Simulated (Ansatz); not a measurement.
# Mg: the cost of one run

Computed with Ansatz 0.2.0 (DFT LDA, scalar-relativistic, unless a step's input says otherwise).

## (1) The system as given

The structure is cubic, space group Fm-3m (No. 225). Conventional cell: a = 4.489 Å, b = 4.489 Å, c = 4.489 Å, α = 90.00°, β = 90.00°, γ = 90.00°. Mg (site symmetry m-3m) has 12 Mg at 3.17 Å as nearest neighbours.

As a file:

```cif
data_structure
_symmetry_space_group_name_H-M 'Fm-3m'
_symmetry_Int_Tables_number 225
_cell_length_a 4.4885
_cell_length_b 4.4885
_cell_length_c 4.4885
_cell_angle_alpha 90.000
_cell_angle_beta 90.000
_cell_angle_gamma 90.000
_cell_volume 90.43
loop_
_atom_site_label
_atom_site_type_symbol
_atom_site_symmetry_multiplicity
_atom_site_Wyckoff_symbol
_atom_site_fract_x
_atom_site_fract_y
_atom_site_fract_z
_atom_site_occupancy
Mg1 Mg 4 a 0.00000 0.00000 0.00000 1
```

The file gives the conventional cell by its symmetry; the runs use the cell typed in the input.

## (2) The deformed structure

Space group Fm-3m before, I4/mmm after.

## (3) Full-potential LAPW

The input, input.yaml:

```yaml
crystal:
  lattice:
    - [0.0, 2.31158368, 2.244256]
    - [2.31158368, 0.0, 2.244256]
    - [2.31158368, 2.31158368, 0.0]
  atoms:
    - { symbol: Mg, position: [0.0, 0.0, 0.0] }
kpoints:
  mp_grid: { grid: [16, 16, 16] }
  band_path:
    path:
      - [0.0, 0.0, 0.0]
      - [0.0, 0.5, 0.5]
      - [0.25, 0.75, 0.5]
      - [0.0, 0.5, 0.0]
      - [0.0, 0.0, 0.0]
      - [0.5, 0.5, 0.0]
      - [0.3826125, 0.6173875, 0.0]
      - [-0.3826125, 0.3826125, 0.0]
      - [0.0, 0.0, 0.0]
    npoints: 5
scf:
  occupations: { method: fermi_dirac, width: 0.03 }
hamiltonian:
  xc: lda
  pseudopotentials: { kind: all_electron, lapw: { basis_error: 0.001 } }
output:
  forces: true
  stress: true
  eigenvalues: true
```

On the command line:

```
> ansatz run input.yaml --threads 1 --pin off --max-ram 3072MiB --backend cpu --events-out ev --progress --plain --runs-dir out
```

Q: Estimate wall time and peak memory on 1 thread of Arm Neoverse V2, shared host.

About 7 s, with a peak of 0.26 GiB.
